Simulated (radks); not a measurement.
# Zr in [Ar] 3d10 4s2 4p5.75 4d2 5s2 5p0.25: an all-electron calculation

What are the levels of neutral zirconium, how large are its shells, and how does its energy divide?

The numbers are computed with radks (a radial shooting solver on a logarithmic mesh, Libxc functionals) version 1 (Dirac Kohn-Sham, BLYP, spin-unpolarised, spherical densities, finite nucleus; open shells are shared between the two j in proportion to 2j + 1), except any that are marked as measured or tabulated.

## 1. The atom as given

* element: zirconium (Z = 40)
* charge: 0
* electrons: 40
* configuration: [Ar] 3d10 4s2 4p5.75 4d2 5s2 5p0.25
* nuclear rms radius: 4.2694 fm

## 2. The run

Settings of this run:

```text
Z 40
configuration [Ar] 3d10 4s2 4p5.75 4d2 5s2 5p0.25 6s0 4f0 5d0 6p0
relativity Dirac
functional b88,lyp
spin unpolarised
j_filling average
nucleus finite rms 4.2694 fm
c 137.035999084
```

Q: Predict the outcome of this run.

As calculated:

| quantity | value |
| --- | --- |
| total energy | -3599.13671 hartree |
| exchange-correlation share of it | 3.18 % |
| −T/E | 1.0335 |
| highest occupied level | 5p3/2, -1.550 eV |
| most extended occupied level | 5p3/2, <r> = 5.14 bohr |
| radius at density 0.001 e/bohr³ | 5.13 bohr |
| maxima of the radial density | 3 |

The radial density shows 3 maxima for 5 occupied principal shells; where shells overlap, one shows as a shoulder or not at all. Relativity lifts −T/E to 1.033. This is not the tabulated ground configuration, so its levels and sizes aren't those of the ground state, and no measured value stands beside it.
